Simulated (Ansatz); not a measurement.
A nudged elastic band was laid between two geometries of a periodic cell of 17 atoms, TiSi₁₆ (host Si, host structure diamond, interstitial Ti).

Computed with Ansatz, DFT PBEsol, scalar-relativistic, plane waves, PAW. Settings: PAW set soft_1, cutoff 420 eV, k mesh 2x2x2, gaussian smearing 0.02 eV, no spin polarisation.

| Item | Value |
| --- | --- |
| movable images | 5 |
| climbing image | yes |
| spring | 1.0 eV/Å² |
| optimiser | fire |
| start path | straight line |
| force threshold | 0.05 eV/Å |
| iteration limit | 55 |
| end points | relaxed |

Image 0:

```xyz
17
Lattice="0.0000 5.4300 5.4300 5.4300 0.0000 5.4300 5.4300 5.4300 0.0000" Properties=species:S:1:pos:R:3
Si 0.018 0.018 0.038
Si 1.357 1.354 1.386
Si 2.693 2.691 0.035
Si 4.066 4.074 1.344
Si 2.705 0.004 2.711
Si 4.090 1.316 4.077
Si 5.483 2.654 2.679
Si 6.821 4.052 4.076
Si 0.005 2.704 2.707
Si 1.315 4.092 4.071
Si 2.645 5.490 2.670
Si 4.049 6.820 4.070
Si 2.674 2.675 5.453
Si 4.070 4.070 6.811
Si 5.466 5.465 5.456
Si 6.779 6.794 6.750
Ti 4.066 4.073 4.055
```

Image 6:

```xyz
17
Lattice="0.0000 5.4300 5.4300 5.4300 0.0000 5.4300 5.4300 5.4300 0.0000" Properties=species:S:1:pos:R:3
Si -0.005 -0.008 -0.038
Si 1.297 1.294 1.309
Si 2.718 2.709 -0.017
Si 4.133 4.132 1.323
Si 2.700 -0.038 2.708
Si 4.118 1.319 4.091
Si 5.474 2.731 2.714
Si 6.775 4.091 4.103
Si -0.033 2.689 2.715
Si 1.323 4.115 4.093
Si 2.742 5.473 2.722
Si 4.103 6.764 4.113
Si 2.717 2.713 5.445
Si 4.085 4.075 6.776
Si 5.440 5.424 5.457
Si 6.786 6.777 6.779
Ti 2.716 2.713 2.695
```

**Question.** What changes between the two ends?

**Answer.** Contacts lost: Si8–Ti17, Si12–Ti17, Si14–Ti17, Si15–Ti17. Contacts made: Si2–Ti17, Si3–Ti17, Si5–Ti17, Si9–Ti17. The atom that moves furthest is Ti17, by 2.35 Å.

**Question.** What energy profile does the band end with?

**Answer.** The run converged. The highest image is number 3 of 0 to 6, 1.75 eV above the ends, which have the same energy within 2 meV. By the program's own check the climbing image is of a kind that is not told: the force calls were inconclusive, a negative curvature could not be distinguished from the path's own, the only one lies far off the path, or fixed occupations may fill a level only in part (lowest curvatures found: -4.30 and -0.04 eV/Å²). Limits of this set-up: coarse k mesh, PAW files made for another functional.

```
image  path coordinate (Å)  energy (eV)  Si8–Ti17 (Å)  Si12–Ti17 (Å)  Si14–Ti17 (Å)
    0                 0.00         0.00          2.76           2.75           2.76
    1                 0.57         0.23          2.88           2.88           2.89
    2                 1.08         1.24          3.19           3.19           3.20
    3                 1.52         1.75          3.52           3.51           3.52
    4                 1.99         1.17          3.88           3.88           3.89
    5                 2.54         0.14          4.31           4.31           4.31
    6                 3.13         0.00          4.47           4.46           4.49
```

**Question.** What is the geometry of the highest image?

**Answer.** 
```xyz
17
Lattice="0.0000 5.4300 5.4300 5.4300 0.0000 5.4300 5.4300 5.4300 0.0000" Properties=species:S:1:pos:R:3
Si 0.166 0.165 0.157
Si 1.523 1.519 1.526
Si 2.775 2.772 -0.004
Si 4.172 4.171 1.228
Si 2.771 -0.015 2.773
Si 4.168 1.227 4.161
Si 5.562 2.622 2.619
Si 6.798 4.012 4.020
Si -0.012 2.767 2.773
Si 1.228 4.166 4.161
Si 2.623 5.561 2.620
Si 4.015 6.794 4.020
Si 2.617 2.616 5.552
Si 4.010 4.007 6.798
Si 5.262 5.258 5.268
Si 6.623 6.622 6.624
Ti 3.394 3.393 3.389
```

Run time: 18 min on 1 thread of Arm Neoverse V2, with other jobs on the host, peak memory 0.91 GiB.
